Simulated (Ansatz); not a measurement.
# BGeHO (triplet): the correlation ladder, cc-pVDZ

An exercise on one series of results from a longer session: the logs are not shown, and one member is left open.

Computed with Ansatz 0.2.0, Gaussian basis. Level: cc-pVDZ, core rule «outside noble gas», up to 16 orbitals frozen.

To be run: UHF; CCSD(T) on ROHF; CCSD(T) on UHF; BCCD(T) on ROHF; CISD; CCSDT(Q) on ROHF; CCSDT(Q) on UHF.

3 further runs of the same task are left out: 3 set aside as unsound or not needed.

## What is computed

The geometry is a PBE0/def2-TZVP stationary point (not a proven minimum) of the parent state, kept for this charge and spin. No spin-orbit coupling is included. The filled d shell of Ge may be among the frozen orbitals whatever the setting's name suggests; the logs give the count.

4 atoms, charge 0, spin multiplicity 3.

Atoms are counted from 1 here; the program's logs count them from 0.

Bond lengths: B1–O2 1.282 Å, O2–Ge3 1.840 Å, Ge3–H4 1.598 Å. Angles: B1–O2–Ge3 148.6°, O2–Ge3–H4 91.9°.

Geometry (Å):

```xyz
4
charge 0, multiplicity 3
B     0.00000   -0.18696    2.39739
O     0.00000    0.27532    1.20177
Ge    0.00000   -0.05374   -0.60839
H     0.00000    1.50796   -0.94486
```

The first run:

The input, in.yaml:

```yaml
crystal:
  periodic: [false, false, false]
  atoms:
    - {symbol: B, position_ang: [0.000000, -0.186963, 2.397395]}
    - {symbol: O, position_ang: [0.000000, 0.275320, 1.201770]}
    - {symbol: Ge, position_ang: [0.000000, -0.053740, -0.608390]}
    - {symbol: H, position_ang: [0.000000, 1.507965, -0.944858]}
basis:
  gaussian: {orbitals: cc-pVDZ}
magnetization: {spin_polarized: true, initial_magnetization: 2}
hamiltonian: {xc: hf}
output: {orbitals: {seedname: orbitals}}
```

Started as:

```
$ ansatz run in.yaml --threads 1 --pin off --events-out ev --progress --plain --max-ram 2560MiB --backend cpu
```

Among the steps run: UHF; CCSD(T) on ROHF; CCSD(T) on UHF; BCCD(T) on ROHF; CISD; CCSDT(Q) on ROHF; CCSDT(Q) on UHF.

One table of the session follows, with a row left open; its other results are not shown here.

It belongs to the step «Misses and costs». 

```
   method  from UCCSDT(Q) (meV)
     ROHF               +9424.1
      UHF               +9328.8
     RMP2                     ?
     UMP2               +1110.0
    RCCSD                +368.5
    UCCSD                +355.7
 RCCSD(T)                 +72.9
 UCCSD(T)                 +62.6
  BCCD(T)                 +65.5
   RCCSDT                 +41.2
   UCCSDT                 +31.1
RCCSDT(Q)                 +14.2
UCCSDT(Q)                     0
```

Estimate the missing values for RMP2.

The run gave: from UCCSDT(Q) (meV): +1129.8. In the column «from UCCSDT(Q) (meV)» it lies between UMP2 (+1110.0) and UHF (+9328.8).

Not comparable, so not listed: CISD (they don't share determinant, frozen orbitals or solution with the rows shown, or repeat one).

Limits of these values: Restricted and unrestricted rows rest on different reference determinants; where their highest levels disagree by more than a few hundredths of an eV, they describe different states and don't form one ladder.
